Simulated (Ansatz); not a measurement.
# Rhenium, bcc under PBEsol: structure, energy and stiffness

What does PBEsol give for rhenium in the bcc structure? We relax it, solve it on a dense k-mesh, then scale the cell to 7 volumes from 88 to 112 % of the relaxed one and try a fit of the equation of state. Spin polarisation is left out. The k-meshes are 14×14×14 for the relaxation; 23×23×23 for the dense run; 16×16×16 for the volumes.

This is Re in the bcc structure; at room conditions it is hcp.

Computed with Ansatz 0.2.0 (DFT PBEsol, plane waves (420 eV) with PAW, scalar-relativistic; PBE-made PAW files, unless a step says otherwise).

## (1) The structure to begin with

Symmetry: Im-3m, No. 229, cubic system. The conventional cell has a = 3.087 Å, b = 3.087 Å, c = 3.087 Å, α = 90.00°, β = 90.00°, γ = 90.00°. Re (site symmetry m-3m) has 8 Re at 2.67 Å as nearest neighbours.

Structure file:

```
Re
1.0
    -1.54368    1.54368    1.54368
     1.54368   -1.54368    1.54368
     1.54368    1.54368   -1.54368
Re
1
Direct
  0.00000 0.00000 0.00000
```

## (2) Relaxing cell and atoms

Input file input.yaml:

```yaml
crystal:
  lattice:
    - [-1.5436774558, 1.5436774558, 1.5436774558]
    - [1.5436774558, -1.5436774558, 1.5436774558]
    - [1.5436774558, 1.5436774558, -1.5436774558]
  atoms:
    - { symbol: Re, position: [0.0, 0.0, 0.0] }
hamiltonian:
  xc: pbesol
  pseudopotentials:
    kind: paw
    azcp:
      Re: "pseudopotentials/Re.paw.azcp"
basis:
  ecutwfc: 420
  fft_grid_basis: typed
kpoints:
  mp_grid: { grid: [14, 14, 14], shift: [0, 0, 0] }
magnetization:
  spin_polarized: false
scf:
  occupations: { method: fermi_dirac, width: 0.1 }
relax:
  max_steps: 60
  f_tol: 0.01
  cell: {}
```

After this run come: Dense single point; At 88 % of the relaxed volume; At 92 % of the relaxed volume; At 96 % of the relaxed volume; At 100 % of the relaxed volume; At 104 % of the relaxed volume; At 108 % of the relaxed volume; At 112 % of the relaxed volume.

Q: Predict the outcome of this session. Wanted: space group; conventional cell; volume; shortest distance; gap on the mesh; relative to hcp; V₀, B₀, B₀′.

As calculated:

| quantity | value |
| --- | --- |
| space group (spins left aside) | Im-3m (No. 229) |
| conventional cell | a = 3.085 Å |
| volume | 14.683 Å³/atom |
| shortest distance | 2.672 Å |
| gap on the mesh | none (levels filled in part) |
| relative to hcp | +320 meV/atom |
| V₀, B₀, B₀′ | 14.687 Å³/atom, 381 GPa, 4.5 |

In words: From the guessed start the volume shrank by 0.2 % in 4 steps. Against the reference form of rhenium (hcp, computed apart with the same settings) it stands 320 meV/atom higher, so it is far from stable. No gap shows: it is a metal or semimetal at this level. The fitted modulus is 381 GPa, among the stiffest elements. Relaxation kept the symmetry; phonons were not checked.
